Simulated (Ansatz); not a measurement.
Working through a ladder of basis sets of SiSn

Computed with Ansatz's Python interface.

At the Python prompt:
```pycon
>>> import ansatz as az
>>> geometry_ang = [
...     ("Si", (0.0, 0.0, 0.0)),
...     ("Sn", (0.0, 0.0, 2.465)),
... ]
>>> mol = az.Crystal.molecule()
>>> for symbol, xyz in geometry_ang:
...     mol = mol.atom(symbol, xyz)
...
>>> model = mol.calculation()
>>> model = model.functional("pbe0", dispersion="d4").spin("collinear", total=2)
>>> energies = {}
>>> for basis in ["def2-SVP", "def2-SVPD", "def2-TZVP", "def2-TZVPP"]:
...     data = model.basis(gaussian=basis).run().report
...     size = data["n_frozen"] + data["n_occupied"][0] + data["n_virtual"][0]
...     energies[basis] = (data["reference_energy_ev"] / 27.211386246, data["free_energy_ev"] / 27.211386246)
...     print(f"{basis:14s} {size:4d} orbitals  reference {energies[basis][0]:14.6f} Ha  total {energies[basis][1]:14.6f} Ha")
...
def2-SVP         44 orbitals  reference    -503.505341 Ha  total    -503.507156 Ha
def2-SVPD        56 orbitals  reference    -503.508549 Ha  total    -503.510364 Ha
def2-TZVP        87 orbitals  reference    -503.609207 Ha  total    -503.611021 Ha
def2-TZVPP       92 orbitals  reference    -503.609249 Ha  total    -503.611064 Ha
>>> last = energies["def2-TZVPP"][1]
>>> for basis, (_, total) in energies.items():
...     print(f"{basis:14s} lies {27.211386 * (total - last):9.4f} eV above def2-TZVPP")
...
def2-SVP       lies    2.8275 eV above def2-TZVPP
def2-SVPD      lies    2.7402 eV above def2-TZVPP
def2-TZVP      lies    0.0012 eV above def2-TZVPP
def2-TZVPP     lies    0.0000 eV above def2-TZVPP
```

Against def2-SVP: def2-SVPD -3.2 mHa, def2-TZVP -103.9 mHa and def2-TZVPP -103.9 mHa. The last step alone is -0.04 mHa (these two sets differ little on atoms other than hydrogen). From the first set to the last the time grows from 1.3 to 6.0 s.

Reading the output:
- These settings explore the input space; basis and method may be short of convergence.
- The geometry is a force-field or estimated start, not a minimum of this method, and the last set is no limit. Much of the fall in a total is atomic energy, which cancels in bond and reaction energies.
- def2 sets replace the cores of elements past krypton by effective core potentials.
- The species is open-shell (spin multiplicity 3).
- Total less reference energy is the dispersion correction.
- The spin state was assumed, and another may lie lower.
- The whole script took 15 s on 1 thread of Arm Neoverse V2 (shared host), peak memory 0.3 GiB.

(Lines on the test bed's own set-up are left out of the output.)
